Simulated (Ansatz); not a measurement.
**ZrH3 (quartet): wave-function methods side by side, def2-QZVPP**

One table from this session's results is given with a row withheld; the runs are named, their logs left out.

Method: def2-QZVPP, core rule «outside noble gas», up to 4 orbitals frozen; program: Ansatz 0.2.0, Gaussian basis.

Plan: UHF; ROHF; CCSD(T) on UHF.

2 further runs of the same task are left out: 2 set aside as unsound or not needed. Runs told in other sessions of the task aren't counted.

## The system

The geometry is a PBE0/def2-TZVP stationary point (not a proven minimum) of the parent state, kept for this charge and spin. No spin-orbit coupling is included. Elements past krypton take def2 core potentials.

4 atoms, charge 0, spin multiplicity 4.

Atoms are counted from 1 here; the program's logs count them from 0.

Bond lengths: Zr1–H2 1.860 Å, Zr1–H3 1.860 Å, Zr1–H4 1.860 Å. Angles: H2–Zr1–H3 120.0°, H2–Zr1–H4 120.0°, H3–Zr1–H4 120.0°.

Set-up of the first run:

File in.yaml:

```yaml
crystal:
  periodic: [false, false, false]
  atoms:
    - {symbol: Zr, position_ang: [0.000000, 0.000000, 0.000000]}
    - {symbol: H, position_ang: [1.859864, 0.018007, 0.007700]}
    - {symbol: H, position_ang: [-0.945522, 1.601699, -0.004900]}
    - {symbol: H, position_ang: [-0.914341, -1.619706, -0.002800]}
basis:
  gaussian: {orbitals: "def2-QZVPP.json"}
magnetization: {spin_polarized: true, initial_magnetization: 3}
hamiltonian: {xc: hf}
output: {orbitals: {seedname: orbitals}}
```

Launch:

```
> ansatz run in.yaml --threads 1 --pin off --events-out ev --progress --plain --max-ram 4096MiB --backend cpu
```

Steps of the session up to this table: UHF; ROHF; CCSD(T) on UHF.

One table of the session follows, with a row left open; its other results are not shown here.

It belongs to the step «Misses and costs». 

```
  method  from UCCSD(T) (kJ/mol)
    ROHF                  +319.2
     UHF                  +309.7
    UMP2                   +65.6
   UCCSD                       ?
UCCSD(T)                       0
```

Estimate the missing values for UCCSD.

The run gave: from UCCSD(T) (kJ/mol): +10.0. In the column «from UCCSD(T) (kJ/mol)» it lies between UCCSD(T) (0) and UMP2 (+65.6).
